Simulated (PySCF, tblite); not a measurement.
# Bi30H14: electronic excitations

What do calculations give for the electronic excitations of Bi30H14?

Computed with tblite 0.8.0 and PySCF 2.14.0 and routines of our own; the level stands in each step. Atoms count from 0.

## 1. The system as given

44 atoms, charge 0, multiplicity 1; geometry from: force field, distance geometry or constructed start.

## 2. Optimising the geometry with GFN2-xTB

What the job is given:

```
{"job": {"kind": "relax", "xc": "GFN2-xTB", "basis": "xTB"}, "charge": 0, "multiplicity": 1}
Bi    -2.170500     1.254100    -0.866600
Bi    -4.353900     2.514500     0.858100
Bi    -6.520900     1.253600    -0.864000
Bi    -6.526800    -1.251500     0.858800
Bi    -4.351700    -2.513100    -0.861600
Bi    -2.178700    -1.256400     0.862400
Bi     4.350800     5.025500    -0.868300
Bi     2.178800     6.282400     0.866500
Bi     0.002700     5.021700    -0.865400
Bi    -0.002800     2.511100     0.866600
Bi     2.173300     1.254700    -0.867100
Bi     4.348200     2.509900     0.865000
Bi     6.522700     1.256600    -0.860000
Bi     2.177600    -1.256500     0.862300
Bi     4.348500    -2.506800    -0.864800
Bi     6.524200    -1.255300     0.871300
Bi    -8.701000    -2.510000    -0.864100
Bi    -8.702500    -5.027200     0.864000
Bi    -6.526700    -6.277900    -0.862500
Bi    -4.347900    -5.022900     0.867700
Bi    -0.002300    -2.508100    -0.863500
Bi    -0.000900    -5.022300     0.864800
Bi     2.178800    -6.275100    -0.858400
Bi     4.346500    -5.028100     0.863500
Bi    -2.174900     6.282300     0.865900
Bi    -4.356800     5.022900    -0.862500
Bi     8.702100     5.026100    -0.865700
Bi     6.525500     6.280300     0.866200
Bi     8.702000     2.512300     0.863000
Bi    -2.174300    -6.279300    -0.861600
H     -7.813400     2.001900     0.160600
H      2.173500     7.771700    -0.161500
H      7.816000    -2.001200    -0.163600
H     -9.990300    -1.767900     0.165400
H     -9.991200    -5.767300    -0.165000
H     -6.525600    -7.768200     0.158800
H      2.174600    -7.770300     0.157600
H      5.642600    -5.766600    -0.164300
H     -2.174300     7.766500    -0.161800
H     -5.646500     5.772500     0.162900
H      9.992300     5.766800     0.165500
H      6.532000     7.764800    -0.158000
H      9.997300     1.767600    -0.165300
H     -2.172800    -7.770900     0.159900
```

Started as:

```sh
> OMP_NUM_THREADS=4 python large_run.py task.json out
```

One launch serves the whole session: the jobs run in the order shown.

What it wrote:

```text
step      E/eV     max force
  0   -2153.68362    0.691
  1   -2153.82388    0.534
  2   -2154.03323    0.156
  3   -2154.03891    0.131
  4   -2154.08680    0.240
  5   -2154.10796    0.283
  6   -2154.14380    0.277
  7   -2154.17216    0.183
  8   -2154.18925    0.131
  9   -2154.19417    0.103
 10   -2154.19851    0.094
 11   -2154.20744    0.132
 12   -2154.22351    0.170
 13   -2154.24226    0.166
 14   -2154.25371    0.118
 15   -2154.25847    0.077
 16   -2154.25986    0.057
 17   -2154.26124    0.054
 18   -2154.26233    0.053
 19   -2154.26336    0.056
 20   -2154.26482    0.071
 21   -2154.26739    0.075
 22   -2154.27066    0.057
 23   -2154.27303    0.040
 24   -2154.27372    0.027
 25   -2154.27390    0.020
 26   -2154.27403    0.016
```

Wall time 1.9 s (4 threads of Arm Neoverse N1, shared host); peak memory 0.16 GiB.

Step by step:

```
step  energy from step 0 (eV)  largest force (eV/Å)
   0                   0.0000                0.6908
   1                  -0.1403                0.5337
   2                  -0.3496                0.1556
   3                  -0.3553                0.1315
   4                  -0.4032                0.2402
   5                  -0.4243                0.2829
   6                  -0.4602                0.2772
   7                  -0.4885                0.1821
   8                  -0.5056                0.1310
   9                  -0.5106                0.1032
  10                  -0.5149                0.0939
  11                  -0.5238                0.1311
  13                  -0.5586                0.1661
  14                  -0.5701                0.1178
  15                  -0.5749                0.0773
  16                  -0.5762                0.0571
  18                  -0.5787                0.0527
  19                  -0.5797                0.0556
  20                  -0.5812                0.0704
  22                  -0.5870                0.0574
  23                  -0.5894                0.0394
  24                  -0.5901                0.0267
  25                  -0.5903                0.0202
  26                  -0.5904                0.0165
```

Distances of close pairs at the start and the end, largest changes first:

```
     bond  before (Å)  after (Å)  change (Å)
Bi14–Bi23       3.057      2.983      -0.073
Bi24–Bi25       3.055      2.983      -0.073
 Bi8–Bi24       3.054      2.983      -0.071
  Bi0–Bi1       3.055      2.984      -0.070
Bi16–Bi17       3.053      2.984      -0.070
 Bi6–Bi11       3.055      2.986      -0.069
Bi26–Bi27       3.051      2.983      -0.068
Bi26–Bi28       3.051      2.984      -0.067
```

The end geometry stands in the next job.

## 3. Vibrational analysis with GFN2-xTB

What the job is given:

```
{"job": {"kind": "ir", "xc": "GFN2-xTB", "basis": "xTB"}, "charge": 0, "multiplicity": 1}
Bi    -2.125788     1.227918    -0.854042
Bi    -4.256294     2.442022     0.846506
Bi    -6.370553     1.193318    -0.853821
Bi    -6.415282    -1.260564     0.846289
Bi    -4.284052    -2.473150    -0.856853
Bi    -2.147067    -1.238757     0.832501
Bi     4.301053     4.926180    -0.845774
Bi     2.151527     6.114739     0.851879
Bi     0.013033     4.906073    -0.847495
Bi    -0.000236     2.454756     0.854121
Bi     2.147029     1.240094    -0.831981
Bi     4.284197     2.474252     0.857622
Bi     6.414642     1.261254    -0.846277
Bi     2.125149    -1.226579     0.854460
Bi     4.254806    -2.440830    -0.846815
Bi     6.370367    -1.193308     0.853055
Bi    -8.546467    -2.493349    -0.842659
Bi    -8.579856    -4.953822     0.844591
Bi    -6.432704    -6.153447    -0.844000
Bi    -4.300190    -4.925022     0.846577
Bi    -0.000108    -2.453738    -0.853698
Bi    -0.012793    -4.905792     0.847029
Bi     2.119081    -6.120725    -0.849549
Bi     4.242521    -4.895596     0.848577
Bi    -2.118455     6.122353     0.848874
Bi    -4.242524     4.896632    -0.848639
Bi     8.581180     4.953883    -0.844566
Bi     6.434296     6.153306     0.844668
Bi     8.546597     2.493244     0.842451
Bi    -2.151650    -6.113782    -0.851958
H     -7.648554     1.932750     0.163267
H      2.150521     7.591040    -0.165553
H      7.648542    -1.932212    -0.164393
H     -9.797413    -1.737212     0.198304
H     -9.828390    -5.674527    -0.229286
H     -6.402729    -7.615747     0.195639
H      2.094589    -7.576277     0.199400
H      5.514294    -5.602116    -0.201766
H     -2.095217     7.577385    -0.200801
H     -5.514515     5.603203     0.201321
H      9.829288     5.674757     0.229797
H      6.403829     7.616105    -0.194229
H      9.797728     1.736819    -0.198204
H     -2.150132    -7.589141     0.166642
```

What it wrote:

```text
mode    cm-1     km/mol
  1       3.9      0.01
  2       6.0      0.03
  3       9.3      0.52
  4       9.6      0.00
  5       9.7      0.00
  6      15.2      0.00
  7      16.1      0.06
  8      16.5      0.02
  9      17.7      0.00
 10      18.8      0.00
 11      20.0      0.01
 12      20.3      0.00
 13      22.0      0.25
 14      22.5      0.01
 15      24.3      0.01
 16      24.5      0.00
 17      25.2      0.00
 18      26.0      0.01
 19      26.4      0.01
 20      26.8      0.01
 21      27.0      0.00
 22      28.7      0.04
 23      29.4      0.03
 24      29.6      0.00
 25      30.8      0.00
 26      31.6      0.00
 27      31.8      0.35
 28      33.5      0.00
 29      33.8      0.00
 30      33.8      0.11
 31      33.9      0.12
 32      37.7      0.00
 33      38.7      0.09
 34      38.9      0.08
 35      39.7      1.74
 36      39.7      0.00
 37      41.3      0.01
 38      42.2      0.00
 39      43.8      0.00
 40      45.1      0.00
 41      46.1      0.28
 42      47.5      0.00
 43      47.9      0.01
 44      48.8      0.00
 45      50.5      0.01
 46      51.6      0.00
 47     138.9      0.00
 48     139.2      0.00
 49     139.4      0.00
 50     139.5      0.13
 51     139.6      0.07
 52     139.6      0.00
 53     139.7      0.12
 54     140.1      0.01
 55     140.2      0.00
 56     140.4      0.00
 57     140.6      0.03
 58     140.7      0.65
 59     140.9      0.00
 60     140.9      0.00
 61     141.0      0.00
 62     141.0      0.00
 63     141.1      0.00
 64     141.2      0.26
 65     141.4      0.01
 66     141.5      0.18
 67     141.9      0.00
 68     142.0      0.00
 69     142.3      0.00
 70     142.3      0.09
 71     142.5      0.00
 72     142.6      0.18
 73     142.7      0.00
 74     142.7      0.00
 75     142.8      0.57
 76     143.6      0.01
 77     143.8      0.63
 78     144.1      0.26
 79     144.2      0.00
 80     144.2      0.01
 81     144.2      0.00
 82     145.1      0.01
 83     145.9      0.28
 84     148.7      0.01
 85     457.7      1.37
 86     458.2    114.86
 87     470.4      0.10
 88     472.5     76.21
 89     473.5    373.79
 90     474.0      9.49
 91     474.4     52.68
 92     474.5      2.16
 93     475.8    205.36
 94     477.9    160.08
 95     478.1      1.51
 96     478.2      6.78
 97     478.2      0.06
 98     478.4     25.99
 99     479.3     41.44
100     479.3     52.33
101     481.4      0.62
102     482.0    132.09
103     482.2      3.57
104     482.5     48.48
105     483.1    123.16
106     483.4      4.22
107     485.3      7.12
108     486.1      0.95
109     489.0      9.92
110     489.1     42.07
111     509.3     31.00
112     509.3      6.01
113    1660.6      5.62
114    1661.4    106.01
115    1661.8    148.53
116    1662.7      4.79
117    1669.1   1699.09
118    1670.5     17.14
119    1671.1      1.41
120    1673.9     17.07
121    1676.3    557.31
122    1677.9      1.29
123    1688.0     19.63
124    1690.0   7179.24
125    1692.6   5186.17
126    1698.6      6.41
```

Wall time 15 s (4 threads of Arm Neoverse N1, shared host); peak memory 0.16 GiB.

Which atoms move in the most intense modes:

```
cm⁻¹  km/mol                                   atoms
 474   373.8  H31 32 %, H43 30 %, H32 21 %, H30 11 %
 476   205.4  H36 16 %, H39 16 %, H38 16 %, H37 15 %
 478   160.1  H38 23 %, H36 18 %, H39 15 %, H37 15 %
1662   148.5  H43 21 %, H31 18 %, H35 12 %, H41 11 %
1669  1699.1                      H40 45 %, H34 30 %
1676   557.3            H38 12 %, H40 11 %, H41 10 %
1690  7179.2  H30 14 %, H43 11 %, H32 11 %, H39 11 %
1693  5186.2  H31 13 %, H43 11 %, H41 11 %, H32 10 %
```

## 4. Electronic excitations: TDDFT PBE/def2-SVP

The job, as its differences from that of step 3:

```diff
@@ -1,2 +1,2 @@
-{"job": {"kind": "ir", "xc": "GFN2-xTB", "basis": "xTB"}, "charge": 0, "multiplicity": 1}
+{"job": {"kind": "uv", "basis": "def2-SVP", "grid": 1, "kgrid": 0, "vcut": null, "nstates": 6, "ntriplets": 2, "tda": false, "delta": ["ip_vertical"], "pop": true, "xc": "PBE"}, "charge": 0, "multiplicity": 1}
 Bi    -2.125788     1.227918    -0.854042
```

Method: TDDFT PBE/def2-SVP, vertical, gas phase, core orbitals frozen in the response.

What it wrote:

```text
start: PBE on a coarse grid of 275075 points
cycle   1  E = -6218.8052599640  dE = -6.386e+02  |g| = 2.107e+01  |ddm| = 8.181e+01
cycle   2  E = -2498.0874424158  dE =  3.721e+03  |g| = 3.674e+01  |ddm| = 3.823e+02
cycle   3  E = -4584.1773854294  dE = -2.086e+03  |g| = 3.890e+01  |ddm| = 4.041e+02
cycle   4  E = -6331.2250115024  dE = -1.747e+03  |g| = 1.435e+01  |ddm| = 1.262e+02
cycle   5  E = -5480.9468877219  dE =  8.503e+02  |g| = 2.614e+01  |ddm| = 8.146e+01
cycle   6  E = -6387.5531380252  dE = -9.066e+02  |g| = 8.899e+00  |ddm| = 7.808e+01
cycle   7  E = -5458.2704205676  dE =  9.293e+02  |g| = 2.748e+01  |ddm| = 8.640e+01
cycle   8  E = -6346.8871867048  dE = -8.886e+02  |g| = 9.983e+00  |ddm| = 8.012e+01
cycle   9  E = -6431.3542514133  dE = -8.447e+01  |g| = 5.881e+00  |ddm| = 1.852e+01
cycle  10  E = -6417.4389582129  dE =  1.392e+01  |g| = 6.644e+00  |ddm| = 1.620e+01
cycle  11  E = -6403.0442958224  dE =  1.439e+01  |g| = 7.881e+00  |ddm| = 1.782e+01
cycle  12  E = -6416.1600905429  dE = -1.312e+01  |g| = 7.187e+00  |ddm| = 1.786e+01
cycle  13  E = -6436.0527644036  dE = -1.989e+01  |g| = 4.478e+00  |ddm| = 1.498e+01
cycle  14  E = -6448.6265642818  dE = -1.257e+01  |g| = 1.288e+00  |ddm| = 9.294e+00
cycle  15  E = -6445.9519368719  dE =  2.675e+00  |g| = 2.561e+00  |ddm| = 6.467e+00
cycle  16  E = -6449.0163468324  dE = -3.064e+00  |g| = 8.640e-01  |ddm| = 5.760e+00
cycle  17  E = -6449.2741257162  dE = -2.578e-01  |g| = 5.139e-01  |ddm| = 2.523e+00
cycle  18  E = -6449.3262664525  dE = -5.214e-02  |g| = 3.995e-01  |ddm| = 1.555e+00
cycle  19  E = -6449.3872989546  dE = -6.103e-02  |g| = 1.512e-01  |ddm| = 7.938e-01
cycle  20  E = -6449.3943527574  dE = -7.054e-03  |g| = 8.466e-02  |ddm| = 3.430e-01
cycle  21  E = -6449.3960664845  dE = -1.714e-03  |g| = 5.005e-02  |ddm| = 1.756e-01
cycle  22  E = -6449.3969534038  dE = -8.869e-04  |g| = 1.822e-02  |ddm| = 1.028e-01
cycle  23  E = -6449.3969866376  dE = -3.323e-05  |g| = 1.541e-02  |ddm| = 4.920e-02
cycle  24  E = -6449.3970866270  dE = -9.999e-05  |g| = 5.261e-03  |ddm| = 3.255e-02
final grid: 275075 points
cycle  25  E = -6449.3969411939  dE =  1.454e-04  |g| = 1.856e-02  |ddm| = 4.360e-02
cycle  26  E = -6449.3949567044  dE =  1.984e-03  |g| = 6.891e-02  |ddm| = 1.567e-01
cycle  27  E = -6449.3970827154  dE = -2.126e-03  |g| = 5.698e-03  |ddm| = 1.239e-01
cycle  28  E = -6449.3970993277  dE = -1.661e-05  |g| = 1.544e-03  |ddm| = 1.079e-02
cycle  29  E = -6449.3970998555  dE = -5.278e-07  |g| = 4.668e-04  |ddm| = 2.822e-03
cycle  30  E = -6449.3970989565  dE =  8.989e-07  |g| = 1.809e-04  |ddm| = 9.366e-04
cycle  31  E = -6449.3971013049  dE = -2.348e-06  |g| = 7.808e-05  |ddm| = 4.162e-04
converged SCF energy = -6449.3971013049
Vertical ionisation energy (delta-SCF) = 5.9816 eV   <S^2> = 0.750

Static polarisability (au): isotropic 1935.722, principal 869.640 2005.210 2932.315

Singlet excitations
state   eV       nm        f      main configurations
  1   2.2330    555.2   0.00019   H->L 0.98
  2   2.2520    550.6   0.00116   H->L+1 0.97
  3   2.2856    542.5   0.00000   H->L+2 0.96
  4   2.3078    537.2   0.00000   H->L+3 0.63, H-2->L 0.34
  5   2.3255    533.2   0.00000   H-2->L 0.61, H->L+3 0.33
  6   2.3324    531.6   0.00944   H-1->L+1 0.47, H->L+4 0.40

Triplet excitations (Tamm-Dancoff, eV): 2.1670 2.1964
```

Wall time 3.7 min (4 threads of Arm Neoverse N1, shared host); peak memory 3.3 GiB.

The orbitals next to the gap, with their largest atomic shares:

```
orbital     eV                         atoms
 HOMO−4  -5.09    Bi10 6 %, Bi5 6 %, Bi1 5 %
 HOMO−3  -5.06   Bi14 7 %, Bi1 7 %, Bi21 7 %
 HOMO−2  -5.06    Bi11 9 %, Bi4 9 %, Bi6 8 %
 HOMO−1  -5.05  Bi5 10 %, Bi10 10 %, Bi0 8 %
   HOMO  -4.96    Bi11 7 %, Bi4 7 %, Bi9 6 %
   LUMO  -2.76   Bi10 8 %, Bi5 8 %, Bi13 5 %
 LUMO+1  -2.73    Bi2 6 %, Bi15 6 %, Bi7 6 %
 LUMO+2  -2.70   Bi10 9 %, Bi5 9 %, Bi14 5 %
 LUMO+3  -2.68    Bi0 7 %, Bi9 7 %, Bi13 7 %
```

With each of the 6 states as a Gaussian band of 0.4 eV half-width at 1/e, the curve within the window shown has maxima at 534 nm (ε 430) L/(mol cm). Beyond the last state computed it falls off for lack of states. The curve at chosen wavelengths:

nm, ε (L/mol/cm) and a bar:
```
      471        240 ################
      483        300 ####################
      494        350 ########################
      506        393 ###########################
      517        420 #############################
      529        434 ##############################
      540        433 ##############################
      552        419 #############################
      563        398 ###########################
      575        367 #########################
      586        334 #######################
      598        296 ####################
      609        262 #################
      621        226 ###############
      632        195 #############
      644        164 ##########
      655        139 ########
      667        115 #######
      678         96 #####
      690         79 ####
      701         65 ###
      713         53 ##
      724         44 #
      736         35 #
      747         29 
      759         23
```

Ground-state properties from the same run:

```
           property  computed
  dipole moment (D)      0.00
polarisability (Å³)    286.84
 HOMO–LUMO gap (eV)      2.20
      −ε(HOMO) (eV)      4.96
```

## 5. Outcome

| quantity | value |
| --- | --- |
| strongest single infrared mode (GFN2-xTB) | 1690 cm⁻¹, 7179 km/mol |
| zero-point energy (GFN2-xTB) | 62.4 kcal/mol |
| lowest singlet (PBE/def2-SVP) | 2.23 eV (555 nm), f = 0.000 |
| brightest single state of those computed | state 6, 2.33 eV, f = 0.009 |
| lowest triplet | 2.17 eV |

What this shows: No mode is imaginary among the 126: a minimum at this level. GFN2-xTB is a fitted tight-binding method: band positions and strengths are rough. Its intensities can rank the bands wrongly. The first singlet state (HOMO→LUMO 0.98) lies at 2.23 eV and is dark; of the 6 states computed, the strongest absorption comes from state 6 at 2.33 eV (the last computed, so partners may be missing). The lowest triplet lies 0.07 eV below the lowest singlet (triplets in Tamm-Dancoff, singlets in full TDDFT). Spin-orbit coupling, left out, mixes singlets and triplets in elements this heavy.
